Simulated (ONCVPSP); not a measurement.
# Ru: generating and testing an ONCV potential

Do these settings give a usable potential? It is generated, then checked for transferability, scattering, ghosts and hardness.

Method: ONCVPSP 4.0.1, PBE, scalar-relativistic.

### Step 1. The design

Typed settings, in words:

```json
{
 "element": "ruthenium (Ru, Z = 44)",
 "type": "optimised norm-conserving Vanderbilt (ONCV)",
 "frozen core": "[Kr]",
 "valence charge": "8",
 "reference configuration": "4d7 5p1",
 "partial waves": "s scattering state at 0.06 Ha: rc 2.85 bohr, ncon 4, nbas 7, qcut 2.5 1/bohr, 2 projectors, debl 3.5 Ha; 5p: rc 2.75 bohr, ncon 4, nbas 7, qcut 3.1 1/bohr, 1 projector; 4d: rc 2.20 bohr, ncon 4, nbas 8, qcut 6.1 1/bohr, 2 projectors, debl 0.9 Ha",
 "local potential": "polynomial inside 1.55 bohr (lpopt 5, dvloc0 4 Ha)",
 "core correction": "not asked for"
}
```

### Step 2. The generation run

Ru.dat reads:

```
# ATOM AND REFERENCE CONFIGURATION
# atsym  z   nc   nv     iexc    psfile
  Ru 44.00    8    2        4      upf
#
#   n    l    f
    1    0    2.00
    2    0    2.00
    2    1    6.00
    3    0    2.00
    3    1    6.00
    3    2   10.00
    4    0    2.00
    4    1    6.00
    4    2    7.00
    5    1    1.00
#
# PSEUDOPOTENTIAL AND OPTIMIZATION
# lmax
    2
#
#   l,   rc,      ep,       ncon, nbas, qcut
    0    2.85    0.06    4    7    2.50
    1    2.75    0.00    4    7    3.10
    2    2.20    0.00    4    8    6.10
#
# LOCAL POTENTIAL
# lloc, lpopt,  rc(5),   dvloc0
    4    5    1.55    4.00
#
# VANDERBILT-KLEINMAN-BYLANDER PROJECTORs
# l, nproj, debl
    0    2    3.50
    1    1    3.60
    2    2    0.90
#
# MODEL CORE CHARGE
# icmod, fcfact, rcfact
    0    0.00    0.00
#
# LOG DERIVATIVE ANALYSIS
# epsh1, epsh2, depsh
   -2.00    5.00    0.02
#
# OUTPUT GRID
# rlmax, drl
    6.00    0.01
#
# TEST CONFIGURATIONS
# ncnf
    4
# nvcnf
#   n    l    f
    3
    4    2    7.00
    5    1    0.00
    5    0    1.00
#
    2
    4    2    7.00
    5    1    0.00
#
    2
    4    2    6.00
    5    1    0.00
#
    3
    4    2    6.00
    5    1    0.00
    5    0    2.00
#
```

Command:

```bash
oncvpsp.x < Ru.dat > Ru.out
```

Before running it: what results should come out? Wanted: cutoffs for 1 and 0.1 mHa per electron, occupied waves; bound ghosts; GHOST(+) flags; largest test error; largest phase difference near zero energy, channels read; projector energies reset by the program.

As calculated:

| quantity | value |
| --- | --- |
| cutoffs for 1 and 0.1 mHa per electron, occupied waves | 15 Ha and 18 Ha |
| bound ghosts | none found |
| GHOST(+) flags | s at 71 eV |
| largest test error (AE − PS) | +39 meV, for 4d6 5p0 |
| largest phase difference near zero energy, channels read | 0.050 rad |
| projector energies reset by the program | s: 0.050, 3.550 Ha |

The worst unpolarised test, 4d6 5p0, is off by 39 meV on 22.0 eV; by total energies transferability rates as fair. The potential is soft on the atom at that tolerance: the looser tolerance needs 15 Ha. At the looser tolerance the 4d wave is the slowest; 5p needs 2 Ha. The program's ghost test flags no bound state. Of the channels read, p scatters worst near zero energy, by up to 0.05 rad. The program also flags highly localised states, GHOST(+) (s). These are tests on the free atom; a crystal test is still owed.
